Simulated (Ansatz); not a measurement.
# CH5NbO4: small, medium and large basis sets

An exercise on one series of results from a longer session: the logs are not shown, and one member is left open.

Program: Ansatz 0.2.0, Gaussian basis. Level of theory: one geometry, several basis sets. These are calculated values, not measurements.

Plan: PBE0-D4/def2-SVP; ωB97M-V/def2-SVP; PBE0-D4/def2-QZVPP; ωB97M-V/def2-QZVPP; the functionals' def2-TZVPP values are taken from earlier runs.

### The geometry

An earlier PBE0-D4 in a triple-zeta def2 set relaxation fixed the geometry. Nb takes the def2 core potential; no spin-orbit term is included.

SMILES `C[O][Nb](=[O])([OH])[OH]`, 11 atoms, charge 0, spin multiplicity 1.

Atoms are counted from 1 here; the program's logs count them from 0.

Bond lengths: C1–O2 1.401 Å, C1–H7 1.095 Å, C1–H8 1.094 Å, C1–H9 1.094 Å, O2–Nb3 1.879 Å, Nb3–O4 1.699 Å, Nb3–O5 1.905 Å, Nb3–O6 1.910 Å, O5–H10 0.958 Å, O6–H11 0.958 Å. Angles: O2–C1–H7 111.2°, O2–C1–H8 109.6°, O2–C1–H9 109.5°, H7–C1–H8 108.9°, H7–C1–H9 109.0°, H8–C1–H9 108.6°, C1–O2–Nb3 141.6°, O2–Nb3–O4 108.5°, O2–Nb3–O5 108.6°, O2–Nb3–O6 110.9°, O4–Nb3–O5 110.1°, O4–Nb3–O6 107.4°, O5–Nb3–O6 111.2°, Nb3–O5–H10 128.9°, Nb3–O6–H11 129.5°.

Set-up of the first run:

File in.yaml:

```yaml
crystal:
  periodic: [false, false, false]
  atoms:
    - {symbol: C, position_ang: [-0.436183, -0.941996, 1.818377]}
    - {symbol: O, position_ang: [-0.570193, -0.188603, 0.644842]}
    - {symbol: Nb, position_ang: [0.386436, 0.340712, -0.883507]}
    - {symbol: O, position_ang: [1.964295, -0.279799, -0.774528]}
    - {symbol: O, position_ang: [0.434308, 2.244111, -0.943024]}
    - {symbol: O, position_ang: [-0.402320, -0.380373, -2.466482]}
    - {symbol: H, position_ang: [0.573760, -1.353704, 1.910710]}
    - {symbol: H, position_ang: [-1.155557, -1.765772, 1.810173]}
    - {symbol: H, position_ang: [-0.642370, -0.307686, 2.685137]}
    - {symbol: H, position_ang: [1.194621, 2.826479, -0.957970]}
    - {symbol: H, position_ang: [-1.281596, -0.250569, -2.823229]}
basis:
  gaussian: {orbitals: def2-SVP}
hamiltonian: {xc: pbe0, dispersion: d4}
output: {orbitals: {seedname: orbitals}}
```

Launch:

```console
> ansatz run in.yaml --threads 4 --pin off --events-out ev --progress --plain --max-ram 11315MiB
```

Steps of the session up to this table: PBE0-D4 in def2-SVP; ωB97M-V in def2-SVP; PBE0-D4 in def2-QZVPP; ωB97M-V in def2-QZVPP.

One of the session's tables, all rows but one given; the rest of the session is left out.

It belongs to the step «Density functionals: the series». 

```
functional       basis  HOMO (eV)
   PBE0-D4    def2-SVP      -8.54
   PBE0-D4  def2-TZVPP          ?
   PBE0-D4  def2-QZVPP      -8.68
   ωB97M-V    def2-SVP     -10.90
   ωB97M-V  def2-TZVPP     -11.02
   ωB97M-V  def2-QZVPP     -11.06
```

Estimate the missing values for PBE0-D4, def2-TZVPP.

**Answer.** HOMO (eV): -8.64. In the column «HOMO (eV)» it lies between PBE0-D4, def2-QZVPP (-8.68) and PBE0-D4, def2-SVP (-8.54).
